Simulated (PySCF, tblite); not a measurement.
# C₅H₅O₃S₂+: geometry, infrared bands and NMR shifts

Wanted: the infrared bands and NMR shifts of C₅H₅O₃S₂+ (`O=S(=O)(O)c1cccc[s+]1`), by calculation.

The runs use tblite 0.8.0 and PySCF 2.14.0, with density-fitted response routines of our own; the level of theory stands in each step. All values are computed, except where a source is named. Atoms are numbered from 0 throughout.

## Step 1: Starting geometry

15 atoms, charge 1, multiplicity 1; geometry from: force field or distance geometry start.

Bonds of the start (Å): O0–S1 1.44, S1–O2 1.46, S1–O3 1.61, S1–C4 1.79, C4–C5 1.41, C5–C6 1.40, C6–C7 1.40, C7–C8 1.40, C8–S9 1.76, S9–C4 1.78, O3–H10 0.99, C5–H11 1.09, C6–H12 1.09, C7–H13 1.09, C8–H14 1.09.

## Step 2: Relaxing the molecule with GFN2-xTB

Job settings and geometry (Å):

```
{"job": {"kind": "relax", "xc": "GFN2-xTB", "basis": "xTB"}, "charge": 1, "multiplicity": 1}
O      2.808500     0.840300    -0.743700
S      2.318500    -0.043700     0.282700
O      2.719300     0.104100     1.681100
O      2.757100    -1.539400    -0.130700
C      0.532100    -0.064200     0.248600
C     -0.113700     1.077600    -0.264600
C     -1.501200     1.217200    -0.379300
C     -2.405700     0.221400     0.006100
C     -2.035700    -1.021700     0.529000
S     -0.362800    -1.507000     0.797800
H      2.970700    -2.036300     0.698600
H      0.497400     1.920200    -0.588500
H     -1.902500     2.148400    -0.770500
H     -3.472100     0.419700    -0.127900
H     -2.814200    -1.728700     0.797100
```

Started as:

```
> OMP_NUM_THREADS=1 python probes_run.py task.json out
```

One launch serves the whole session: the jobs run in the order shown.

**Question.** This job is followed by: GFN2-xTB harmonic vibrations, gas phase; GIAO PBE0/pcSseg-1 NMR shielding, non-relativistic, gas phase. Predict these results of the whole session: strongest single infrared mode (GFN2-xTB); zero-point energy (GFN2-xTB); ¹³C shifts against TMS (PBE0/pcSseg-1); ¹H shifts against TMS (PBE0/pcSseg-1); ¹⁷O shifts against H2O (PBE0/pcSseg-1, means over atoms taken as alike); ³³S shifts against CS2 (PBE0/pcSseg-1).

As calculated:

| quantity | value |
| --- | --- |
| strongest single infrared mode (GFN2-xTB) | 1335 cm⁻¹, 407 km/mol |
| zero-point energy (GFN2-xTB) | 58.8 kcal/mol |
| ¹³C shifts against TMS (PBE0/pcSseg-1) | 187.4, 173.0, 161.0, 145.6, 140.4 ppm |
| ¹H shifts against TMS (PBE0/pcSseg-1) | 10.11, 9.55, 9.50, 9.36, 6.49 ppm |
| ¹⁷O shifts against H2O (PBE0/pcSseg-1, means over atoms taken as alike) | 243.8, 207.9 ppm |
| ³³S shifts against CS2 (PBE0/pcSseg-1) | 377, 284 ppm |

In words: Over 132 steps the energy fell by 0.671 eV; of the close pairs, C4–S9 changed most, 1.784 to 1.683 Å. No mode is imaginary among the 39: a minimum at this level. The strongest single mode, at 1335 cm⁻¹, is spread over several atoms, S1, O0, O2 among them. Unscaled tight-binding wavenumbers are off by several per cent, some by more. Its intensities can rank the bands wrongly. At PBE0/pcSseg-1: Shielding is most anisotropic at S9 (span 737 ppm, paramagnetic term -931 ppm). NICS(1)zz of -26 ppm above the planar ring from C4 marks a diatropic (aromatic) ring current. At PBE0/pcSseg-1, counted by nearest atom on the grid, the HOMO lies on O0, O2 about 37 % each; O3 17 %, the LUMO on S9 27 %; C4, C6 about 20 % each.
